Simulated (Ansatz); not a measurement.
**Ni (Fm-3m): convergence test of the k-point mesh**

How fine a k-point mesh does Ni (Fm-3m) need? A script is to give a convergence test of the k-point mesh; the system is Ni (Fm-3m).

All numbers are computed with Ansatz 0.2.0, driven from Python. Level of theory: DFT PBE, plane waves, PAW.

**1. The system**

The structure is cubic, space group Fm-3m (No. 225). Conventional cell: a = 3.524 Å, b = 3.524 Å, c = 3.524 Å, α = 90.00°, β = 90.00°, γ = 90.00°. Ni (site symmetry m-3m) is surrounded by 12 Ni at 2.49 Å.

The script holds or builds the structure itself.

**2. The script**

Input file ni_kconv.py:

```python
'''k-point test for Ni.'''

import ansatz as az
import matplotlib.pyplot as plt

cell = (
    az.Lattice.fcc(3.52387)
    .space_group(225)
    .atom('Ni', (0.0, 0.0, 0.0))
    .primitive()
    .moments(Ni=1.5)
)

setup = (
    cell.calculation()
    .occupations(az.OccupationsMethod.FERMI_DIRAC, width=0.1)
    .spin('collinear')
    .basis(16 * az.Ha)
)

rows = []
for value in [0.8, 0.6, 0.5, 0.4, 0.33]:
    data = setup.kpoints(spacing=value).run().report
    rows.append((value, data['free_energy_ev'] / len(data['lattice']['sites']), data['n_iterations'], data['magnetization_mub'], data['n_kpoints']))

print('spacing (1/A)   F/atom (eV)    iterations  moment (muB)      k-points')
for row in rows:
    print(f'{str(row[0]):>12s}  {row[1]:12.5f}  {row[2]:12d}  {row[3]:12.3f}  {row[4]:12d}')

# differences from the last row
for row in rows[:-1]:
    shift = 1000 * (row[1] - rows[-1][1])
    print(f'{row[0]}: {shift:+.2f} meV/atom' + ('  (within 2 meV)' if abs(shift) < 2 else ''))
plt.figure(figsize=(4.5, 3))
plt.plot([str(row[0]) for row in rows], [1000 * (row[1] - rows[-1][1]) for row in rows], 'o-')
plt.xlabel('spacing (1/A)')
plt.ylabel('F - F(last) (meV/atom)')
plt.tight_layout()
plt.savefig('kconv.png', dpi=100)
```

**3. The calls as engine input**

The engine receives this input (first run):

```yaml
crystal:
  lattice:
    bravais: fcc
    a: 3.52387
  space_group: 225
  atoms:
    - { symbol: Ni, position: [0.0, 0.0, 0.0] }
  reduce_to_primitive: true
basis:
  ecutwfc: 435.382179935808
kpoints:
  mp_grid:
    kspacing: 0.8
magnetization:
  spin_polarized: true
  per_species:
    Ni: 1.5
scf:
  occupations:
    method: fermi_dirac
    width: 0.1
```

**4. The run**

Launch:

```
python ni_kconv.py
```

The log of the run:

```text
spacing (1/A)   F/atom (eV)    iterations  moment (muB)      k-points
         0.8   -5839.81747             9         0.587             8
         0.6   -5839.77121             9         0.629            16
         0.5   -5839.74344            13         0.569            20
         0.4   -5839.75048            10         0.694            29
        0.33   -5839.75028            10         0.696            47
0.8: -67.20 meV/atom
0.6: -20.94 meV/atom
0.5: +6.83 meV/atom
0.4: -0.21 meV/atom  (within 2 meV)
```

Run time: 12 s. Hardware: 1 thread of Arm Neoverse N1, shared host; peak memory 0.37 GiB.

**5. Inputs of later runs**

The engine's inputs for some of the other runs:

Run 2, against run 1:

```diff
@@ -13 +13 @@
-    kspacing: 0.8
+    kspacing: 0.6
```

Run 3, against run 1:

```diff
@@ -13 +13 @@
-    kspacing: 0.8
+    kspacing: 0.5
```

Run 5, against run 1:

```diff
@@ -13 +13 @@
-    kspacing: 0.8
+    kspacing: 0.33
```

**6. The runs side by side**

One row for each of the 5 runs:

```tsv
run	k spacing	energy from run 5 (meV/atom)	moment (μB/cell)	SCF cycles	CPU time (s)
1	0.8	-67.20	0.59	9	1
2	0.6	-20.94	0.63	9	1.2
3	0.5	6.83	0.57	13	2
4	0.4	-0.21	0.69	10	1.8
5	0.33	0.00	0.70	10	2.5
```

Energies are free energies F = E - TS of the smeared occupations. 

**7. Outcome**

```
                              quantity           value
                         runs compared               5
       last run but one, from the last  -0.21 meV/atom
within 5 meV/atom of the last run from             0.4
```

From a spacing of 0.4 (8×8×8) on it stays within 2 meV an atom of the value at a spacing of 0.33 (10×10×10); the first row (a spacing of 0.8 (4×4×4)) is off by 67.2 meV and the last but one by 0.21 meV. That rests on few rows after larger swings, so the series isn't shown to be converged. This holds for F at a smearing of 0.1 eV; a narrower one needs a denser mesh. It goes up and down, since the sum over k-points isn't variational. Reading the output:
- The overall sign of a collinear moment is arbitrary, and semilocal functionals can give small moments to compounds that are paramagnetic.
- No functional is typed, so the default, PBE, holds.
- Shifts are counted from the finest mesh, which is itself no proven limit.
